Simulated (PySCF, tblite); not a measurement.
# C3H13NSSi2: geometry, infrared bands and NMR shifts

Aim: predict the infrared bands and NMR shifts of C3H13NSSi2 (`CC(C)S[SiH2]N[SiH3]`).

The runs use tblite 0.8.0 and PySCF 2.14.0, with density-fitted response routines of our own; the level of theory stands in each step. All values are computed, except where a source is named. Atoms are numbered from 0 throughout.

**1. Starting geometry**

20 atoms, charge 0, multiplicity 1; geometry from: force field or distance geometry start.

Bonds of the start (Å): C0–C1 1.52, C1–C2 1.53, C1–S3 1.80, S3–Si4 2.14, Si4–N5 1.79, N5–Si6 1.80, C0–H7 1.10, C0–H8 1.10, C0–H9 1.13, C1–H10 1.11, C2–H11 1.11, C2–H12 1.14, C2–H13 1.09, Si4–H14 1.44, Si4–H15 1.48, N5–H16 1.06, Si6–H17 1.48, Si6–H18 1.46, Si6–H19 1.49.

**2. Geometry optimisation with GFN2-xTB**

Job settings and geometry (Å):

```
{"job": {"kind": "relax", "xc": "GFN2-xTB", "basis": "xTB"}, "charge": 0, "multiplicity": 1}
C     -1.990400     0.924800    -0.180200
C     -2.015000    -0.441500    -0.851000
C     -2.837200    -1.301200     0.104000
S     -0.320500    -1.029100    -1.032400
Si     1.050100     0.366900    -0.175700
N      2.637500     0.378600    -1.001000
Si     3.913700    -0.151700     0.155800
H     -1.672600     1.665400    -0.926900
H     -1.343400     0.864900     0.705100
H     -3.052400     1.169600     0.129300
H     -2.455900    -0.397400    -1.867900
H     -2.384400    -1.358600     1.116800
H     -3.792600    -0.709800     0.270200
H     -3.116700    -2.269500    -0.321800
H      1.276100     0.058100     1.216600
H      0.426500     1.708200    -0.268700
H      2.911400     1.373600    -1.236100
H      3.532700    -1.468400     0.704400
H      5.160200    -0.227000    -0.606500
H      4.067900     0.854800     1.243600
```

Run with:

```sh
$ OMP_NUM_THREADS=1 python probes_run.py task.json out
```

The driver reads the jobs from task.json and runs them one after another.

**Question.** This job is followed by: GFN2-xTB harmonic vibrations, gas phase; GIAO PBE0/pcSseg-1 NMR shielding, non-relativistic, gas phase. Predict these results of the whole session: strongest single infrared mode (GFN2-xTB); zero-point energy (GFN2-xTB); 13C shifts against TMS (PBE0/pcSseg-1, means over atoms taken as alike); 1H shifts against TMS (PBE0/pcSseg-1, means over atoms taken as alike); 33S shifts against CS2 (PBE0/pcSseg-1); 29Si shifts against TMS (PBE0/pcSseg-1); 15N shifts against NH3 (PBE0/pcSseg-1).

The runs gave:

| quantity | value |
| --- | --- |
| strongest single infrared mode (GFN2-xTB) | 2232 cm⁻¹, 681 km/mol |
| zero-point energy (GFN2-xTB) | 94.6 kcal/mol |
| 13C shifts against TMS (PBE0/pcSseg-1, means over atoms taken as alike) | 40.9, 29.4 ppm |
| 1H shifts against TMS (PBE0/pcSseg-1, means over atoms taken as alike) | 5.59, 4.75, 2.95, 1.51, -0.57 ppm |
| 33S shifts against CS2 (PBE0/pcSseg-1) | -85 ppm |
| 29Si shifts against TMS (PBE0/pcSseg-1) | -31.3, -56.6 ppm |
| 15N shifts against NH3 (PBE0/pcSseg-1) | -8.8 ppm |

In words: Over 158 steps the energy fell by 1.161 eV; of the close pairs, Si4–N5 changed most, 1.789 to 1.717 Å. No mode is imaginary among the 54: a minimum at this level. The strongest single mode, at 2232 cm⁻¹, moves mainly H14 and H17. GFN2-xTB is a fitted tight-binding method: band positions and strengths are rough. Its intensities can rank the bands wrongly. At PBE0/pcSseg-1: The widest tensor belongs to S3: span 469 ppm, with a paramagnetic part of -473 ppm.
